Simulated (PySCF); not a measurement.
# C3H14Ge2Si: geometry, NMR shifts and electronic excitations

Aim: predict the NMR shifts and electronic excitations of C3H14Ge2Si (`CC[CH2][Ge@H]([SiH3])[GeH3]`).

Programs: PySCF 2.14.0, with density-fitted response routines of our own. Each step states its level of theory. These are calculated values for one molecule in the gas phase, unless marked as measured. Atoms count from 0, in the outputs and in this text.

## 1. The molecule as given

20 atoms, charge 0, multiplicity 1; geometry from: GFN2-xTB.

Bonds of the start (Å): C0–C1 1.52, C1–C2 1.52, C2–Ge3 2.00, Ge3–Si4 2.36, Ge3–Ge5 2.40, C0–H6 1.09, C0–H7 1.09, C0–H8 1.09, C1–H9 1.10, C1–H10 1.09, C2–H11 1.09, C2–H12 1.09, Ge3–H13 1.53, Si4–H14 1.46, Si4–H15 1.46, Si4–H16 1.46, Ge5–H17 1.50, Ge5–H18 1.50, Ge5–H19 1.51.

## 2. Geometry optimisation at PBE0-D3(BJ)/def2-SVP

What the job is given:

```
{"job": {"xc": "PBE0", "basis": "def2-SVP", "d3": "d3bj", "grid": 1, "kind": "geom"}, "charge": 0, "multiplicity": 1}
C     -2.930093    -0.069884     0.406354
C     -1.406402    -0.062132     0.411198
C     -0.829826     0.023987    -0.996112
Ge     1.166350     0.001409    -0.974715
Si     2.047254    -2.032125    -0.174445
Ge     1.886542     2.014719     0.125560
H     -3.320326    -0.126457     1.420329
H     -3.304046    -0.924572    -0.154461
H     -3.312962     0.836386    -0.058413
H     -1.051155     0.791194     0.999300
H     -1.042819    -0.972200     0.898688
H     -1.198716    -0.811668    -1.595148
H     -1.181395     0.938982    -1.477871
H      1.562947     0.207574    -2.438872
H      1.470657    -3.155147    -0.915381
H      1.722418    -2.200063     1.244002
H      3.502427    -2.076306    -0.319319
H      1.245205     3.276872    -0.383133
H      3.360046     2.300882     0.049636
H      1.608745     2.049225     1.604313
```

The log of the run:

```text
step   0  E = -4564.76199420  max force = 0.015380
step   1  E = -4564.76886828  max force = 0.005054
step   2  E = -4564.76932148  max force = 0.001562
step   3  E = -4564.76938725  max force = 0.000778
step   4  E = -4564.76943230  max force = 0.001045
step   5  E = -4564.76944507  max force = 0.001184
step   6  E = -4564.76944613  max force = 0.000588
step   7  E = -4564.76944727  max force = 0.000203
optimisation converged
```

It took 3.3 min on 1 thread, shared host.

Step by step:

```csv
step,energy from step 0 (eV),largest force component (eV/Å)
0,0.0000,0.7909
1,-0.1871,0.2599
2,-0.1994,0.0803
3,-0.2012,0.0400
4,-0.2024,0.0537
5,-0.2027,0.0609
6,-0.2028,0.0302
7,-0.2028,0.0104
```

Distances of close pairs at the start and the end, largest changes first:

```csv
bond,before (Å),after (Å),change (Å)
Ge5–H17,1.504,1.543,+0.038
Ge5–H18,1.503,1.541,+0.038
Ge5–H19,1.505,1.543,+0.038
Si4–H14,1.464,1.497,+0.033
Si4–H16,1.463,1.496,+0.033
Si4–H15,1.465,1.496,+0.032
Ge3–Si4,2.356,2.385,+0.029
C2–Ge3,1.996,1.971,-0.026
```

The final coordinates are the input of the step that follows.

```csv
at the end point,value
point group (found at 0.08 Å tolerance),C1
"rotational constants (GHz, main isotopes)","1.188, 0.780, 0.563"
dipole moment (D),1.12
```

## 3. Nuclear shieldings: PBE0/pcSseg-1

What the job is given:

```
{"job": {"kind": "nmr", "xc": "PBE0", "basis": "pcSseg-1"}, "charge": 0, "multiplicity": 1}
C     -2.969565    -0.153834     0.663683
C     -1.450125    -0.119989     0.589770
C     -0.924236     0.018856    -0.834267
Ge     1.042141     0.043163    -0.964645
Si     1.972698    -1.944007    -0.029597
Ge     1.981771     1.944340     0.216174
H     -3.322849    -0.260379     1.700864
H     -3.376587    -0.997532     0.083385
H     -3.408498     0.769870     0.253557
H     -1.070395     0.711531     1.209612
H     -1.040512    -1.037627     1.048094
H     -1.280026    -0.816518    -1.461278
H     -1.302470     0.943633    -1.301885
H      1.455522     0.140635    -2.451497
H      1.390978    -3.165877    -0.669799
H      1.689685    -2.005551     1.438584
H      3.455779    -1.961651    -0.222304
H      1.377420     3.273735    -0.280952
H      3.509194     1.999918     0.018485
H      1.701398     1.829441     1.728658
```

With the program's defaults for keys left out, this is: GIAO PBE0/pcSseg-1 NMR shielding, non-relativistic, gas phase.

The log of the run:

```text
coarse grid: 71392 points
cycle   1  E = -4564.8876158758  dE = -1.352e+00  |g| = 1.197e+00  |ddm| = 3.989e+00
cycle   2  E = -4564.8434010349  dE =  4.421e-02  |g| = 1.189e+00  |ddm| = 1.167e+00
cycle   3  E = -4564.9819378628  dE = -1.385e-01  |g| = 1.349e-01  |ddm| = 8.033e-01
cycle   4  E = -4564.9852256456  dE = -3.288e-03  |g| = 4.717e-02  |ddm| = 1.633e-01
cycle   5  E = -4564.9857939475  dE = -5.683e-04  |g| = 7.187e-03  |ddm| = 4.685e-02
cycle   6  E = -4564.9858054789  dE = -1.153e-05  |g| = 1.697e-03  |ddm| = 1.009e-02
cycle   7  E = -4564.9858064339  dE = -9.550e-07  |g| = 4.458e-04  |ddm| = 2.872e-03
final grid: 146840 points
cycle   8  E = -4564.9857417554  dE = -4.298e-08  |g| = 5.733e-04  |ddm| = 1.847e-03
cycle   9  E = -4564.9857417238  dE =  3.160e-08  |g| = 7.486e-04  |ddm| = 1.025e-03
cycle  10  E = -4564.9857418047  dE = -8.084e-08  |g| = 3.149e-05  |ddm| = 5.605e-04
cycle  11  E = -4564.9857418049  dE = -2.528e-10  |g| = 8.775e-06  |ddm| = 3.876e-05
converged SCF energy = -4564.9857418049

GIAO shielding tensors (ppm)
atom      isotropic    diamagn.    paramagn.     s11        s22        s33       span
  0 C      164.359     244.342     -79.983    149.987    156.433    186.658     36.671
  1 C      160.754     249.132     -88.378    152.183    157.672    172.408     20.224
  2 C      167.593     253.605     -86.012    153.247    166.249    183.284     30.037
  3 Ge    1569.845    2758.461   -1188.616   1490.330   1519.004   1700.201    209.871
  4 Si     453.244     880.243    -426.999    437.972    450.983    470.778     32.807
  5 Ge    1660.022    2757.010   -1096.989   1632.795   1660.596   1686.674     53.879
  6 H       29.968      27.419       2.549     25.042     27.088     37.775     12.732
  7 H       30.343      28.390       1.952     26.035     28.490     36.502     10.467
  8 H       30.336      28.451       1.885     26.032     28.566     36.410     10.378
  9 H       30.046      33.629      -3.583     23.059     32.830     34.249     11.190
 10 H       30.071      33.521      -3.450     23.306     32.629     34.279     10.973
 11 H       30.380      33.316      -2.935     24.717     29.544     36.880     12.163
 12 H       30.340      33.299      -2.959     24.851     29.713     36.456     11.605
 13 H       27.347      30.435      -3.088     20.906     21.904     39.231     18.325
 14 H       27.553      28.611      -1.058     23.569     25.074     34.016     10.447
 15 H       27.590      29.012      -1.422     23.931     26.096     32.742      8.811
 16 H       27.681      28.465      -0.784     23.535     25.547     33.961     10.426
 17 H       27.627      28.944      -1.317     20.916     22.544     39.420     18.504
 18 H       27.747      28.744      -0.997     20.955     22.628     39.657     18.702
 19 H       27.677      29.318      -1.641     21.086     23.548     38.397     17.311
```

It took 54 s on 1 thread, shared host.

Shifts follow as δ = σ(reference) − σ, with reference shieldings (ppm) from runs at the same level and on the same kind of geometry: 1H TMS 31.27, 13C TMS 184.4, 29Si TMS 352.0, 73Ge GeMe4 1330. The references are single molecules in the gas phase. Atoms listed in one row are averaged.

```csv
atoms,environment,σ (ppm),δ (ppm)
C1,sp3 CH2,160.8,23.7
C0,methyl carbon,164.4,20.0
C2,sp3 CH2 bonded to Ge,167.6,16.8
H13,"hydrogen on a germanium bonded to C, Ge, Si",27.35,3.92
"H14, H15, H16",hydrogen on a silicon bonded to Ge,27.61,3.66
"H17, H18, H19",hydrogen on a germanium bonded to Ge,27.68,3.58
H9,hydrogen on an sp3 CH2,30.05,1.22
H10,hydrogen on an sp3 CH2,30.07,1.20
"H6, H7, H8",hydrogen on a methyl carbon,30.22,1.05
H12,hydrogen on an sp3 CH2 bonded to Ge,30.34,0.93
H11,hydrogen on an sp3 CH2 bonded to Ge,30.38,0.89
Ge3,"germanium bonded to C, Ge, Si, H",1570,-240
Ge5,"germanium bonded to Ge, 3 H",1660,-330
Si4,"silicon bonded to Ge, 3 H",453.2,-101.3
```

Charges from the same density, by scheme (e):

```csv
atoms,Mulliken,IAO,Hirshfeld,ESP fit
C0,-0.26,-0.41,-0.11,-0.46
C1,-0.29,-0.23,-0.07,0.31
C2,-0.49,-0.47,-0.14,-0.18
Ge3,-0.10,0.26,0.19,0.06
Si4,0.37,0.28,0.20,0.19
Ge5,0.01,0.18,0.19,0.08
```

Mayer bond orders: C0–C1 1.06, C1–C2 1.00, C2–Ge3 0.95, Ge3–Si4 0.90, Ge3–Ge5 0.92.

## 4. TDDFT and polarisability: wB97X-D/def2-SVPD

Same as in step 3 but for these lines:

```diff
@@ -1,2 +1,2 @@
-{"job": {"kind": "nmr", "xc": "PBE0", "basis": "pcSseg-1"}, "charge": 0, "multiplicity": 1}
+{"job": {"kind": "uv", "xc": "wB97X-D", "basis": "def2-SVPD", "ip": true}, "charge": 0, "multiplicity": 1}
 C     -2.969565    -0.153834     0.663683
```

With the program's defaults for keys left out, this is: TDDFT wB97X-D/def2-SVPD, vertical, gas phase, core orbitals frozen in the response.

The log of the run:

```text
coarse grid: 71392 points
cycle   1  E = -4565.6086720220  dE = -1.199e+00  |g| = 5.059e-01  |ddm| = 5.184e+00
cycle   2  E = -4565.6229813563  dE = -1.431e-02  |g| = 4.698e-01  |ddm| = 1.071e+00
cycle   3  E = -4565.6488152632  dE = -2.583e-02  |g| = 2.614e-02  |ddm| = 5.184e-01
cycle   4  E = -4565.6490782505  dE = -2.630e-04  |g| = 1.095e-02  |ddm| = 1.096e-01
cycle   5  E = -4565.6491079130  dE = -2.966e-05  |g| = 2.836e-03  |ddm| = 2.749e-02
cycle   6  E = -4565.6491100007  dE = -2.088e-06  |g| = 6.956e-04  |ddm| = 7.727e-03
final grid: 146840 points
cycle   7  E = -4565.6483222739  dE = -1.961e-06  |g| = 7.492e-04  |ddm| = 1.310e-02
cycle   8  E = -4565.6483223616  dE = -8.763e-08  |g| = 6.225e-04  |ddm| = 2.483e-03
cycle   9  E = -4565.6483224322  dE = -7.061e-08  |g| = 7.979e-05  |ddm| = 7.604e-04
cycle  10  E = -4565.6483224351  dE = -2.902e-09  |g| = 3.109e-05  |ddm| = 2.869e-04
cycle  11  E = -4565.6483224355  dE = -3.911e-10  |g| = 9.449e-06  |ddm| = 1.008e-04
converged SCF energy = -4565.6483224355

Static polarisability (au): isotropic 136.143, principal 118.649 142.710 147.071

Singlet excitations
state   eV       nm        f      main configurations
  1   6.7196    184.5   0.14637   H->L 0.51, H->L+1 0.24, H->L+2 0.12
  2   6.9247    179.0   0.10304   H->L+1 0.43, H->L+4 0.24, H->L 0.20
  3   7.1788    172.7   0.22283   H->L+2 0.69
  4   7.2194    171.7   0.11174   H-1->L 0.36, H->L+3 0.13, H->L+4 0.12
  5   7.2699    170.5   0.03370   H-1->L 0.29, H-1->L+1 0.25, H->L+3 0.17
  6   7.4311    166.8   0.15572   H->L+3 0.36, H->L+5 0.17, H->L+4 0.14
  7   7.5210    164.9   0.05102   H-1->L+1 0.40, H-1->L+4 0.14, H->L+4 0.14
  8   7.6983    161.1   0.03996   H->L+5 0.25, H-2->L 0.17, H-1->L+2 0.13
  9   7.7861    159.2   0.10085   H-1->L+2 0.26, H-1->L+3 0.21, H->L+5 0.19
 10   7.8431    158.1   0.03521   H-2->L 0.24, H->L+5 0.20, H-1->L+4 0.13

Triplet excitations (Tamm-Dancoff, eV): 5.9459 6.3749 6.5752 6.6295
Vertical ionisation energy (delta-SCF) = 9.3189 eV
```

Wall time 5.3 min (1 thread, shared host).

The orbitals next to the gap, with their largest atomic shares:

```csv
orbital,eV,atoms
HOMO−3,-11.24,"C1 19 %, Ge5 10 %, C0 10 %"
HOMO−2,-10.48,"Ge3 28 %, H13 24 %, C2 10 %"
HOMO−1,-9.78,"C2 26 %, Ge3 24 %, Si4 12 %"
HOMO,-9.28,"Ge3 30 %, Ge5 24 %, Si4 18 %"
LUMO,1.51,"Ge5 29 %, Si4 17 %, Ge3 15 %"
LUMO+1,1.71,"Ge5 22 %, Ge3 16 %, Si4 10 %"
LUMO+2,1.97,"Si4 18 %, Ge3 17 %, Ge5 17 %"
```

With each of the 10 states as a Gaussian band of 0.4 eV half-width at 1/e, the curve within the window shown has maxima at 171 nm (ε 26,000) L/(mol cm). Beyond the last state computed it falls off for lack of states. The curve at chosen wavelengths:

```json
{"nm": "152", "ε (L/mol/cm)": "3633"}
{"nm": "154", "ε (L/mol/cm)": "5883"}
{"nm": "156", "ε (L/mol/cm)": "8586"}
{"nm": "158", "ε (L/mol/cm)": "11543"}
{"nm": "160", "ε (L/mol/cm)": "14584"}
{"nm": "162", "ε (L/mol/cm)": "17577"}
{"nm": "164", "ε (L/mol/cm)": "20381"}
{"nm": "166", "ε (L/mol/cm)": "22790"}
{"nm": "168", "ε (L/mol/cm)": "24548"}
{"nm": "170", "ε (L/mol/cm)": "25432"}
{"nm": "172", "ε (L/mol/cm)": "25346"}
{"nm": "174", "ε (L/mol/cm)": "24358"}
{"nm": "176", "ε (L/mol/cm)": "22670"}
{"nm": "178", "ε (L/mol/cm)": "20529"}
{"nm": "180", "ε (L/mol/cm)": "18160"}
{"nm": "182", "ε (L/mol/cm)": "15721"}
{"nm": "184", "ε (L/mol/cm)": "13316"}
{"nm": "186", "ε (L/mol/cm)": "11012"}
{"nm": "188", "ε (L/mol/cm)": "8863"}
{"nm": "190", "ε (L/mol/cm)": "6922"}
{"nm": "192", "ε (L/mol/cm)": "5233"}
{"nm": "194", "ε (L/mol/cm)": "3823"}
{"nm": "196", "ε (L/mol/cm)": "2696"}
{"nm": "198", "ε (L/mol/cm)": "1836"}
{"nm": "200", "ε (L/mol/cm)": "1208"}
{"nm": "202", "ε (L/mol/cm)": "768"}
```

Further results of this job:

```csv
property,computed
dipole moment (D),1.05
polarisability (Å³),20.17
HOMO–LUMO gap (eV),10.79
−ε(HOMO) (eV),9.28
```

## 5. Results

| quantity | value |
| --- | --- |
| point group | C1 |
| rotational constants (main isotopes) | 1.19, 0.78, 0.56 GHz |
| 13C shifts against TMS (PBE0/pcSseg-1) | 23.7, 20.0, 16.8 ppm |
| 1H shifts against TMS (PBE0/pcSseg-1, means over atoms taken as alike) | 3.92, 3.66, 3.58, 1.22, 1.20, 1.05, 0.93, 0.89 ppm |
| 73Ge shifts against GeMe4 (PBE0/pcSseg-1) | -240, -330 ppm |
| 29Si shifts against TMS (PBE0/pcSseg-1) | -101.3 ppm |
| lowest singlet (wB97X-D/def2-SVPD) | 6.72 eV (185 nm), f = 0.146 |
| brightest single state of those computed | state 3, 7.18 eV, f = 0.223 |
| lowest triplet | 5.95 eV |
| vertical ionisation energy (ΔSCF) | 9.32 eV |

**Reading.** Relaxing lowered the energy by 0.203 eV in 7 steps; the close pair that moved most is Ge5–H17, from 1.504 to 1.543 Å. At PBE0/pcSseg-1: The widest tensor belongs to Ge3: span 210 ppm, with a paramagnetic part of -1189 ppm. The first singlet state (HOMO→LUMO 0.51, HOMO→LUMO+1 0.24) lies at 6.72 eV and is bright; of the 10 states computed, the strongest absorption comes from state 3 at 7.18 eV. The lowest triplet lies 0.77 eV below the lowest singlet (triplets in Tamm-Dancoff, singlets in full TDDFT). ΔSCF puts the ionisation energy at 9.32 eV, 0.04 eV above −ε(HOMO). Spin-orbit coupling is left out, which matters for shieldings and couplings at and beside the heavy atoms.
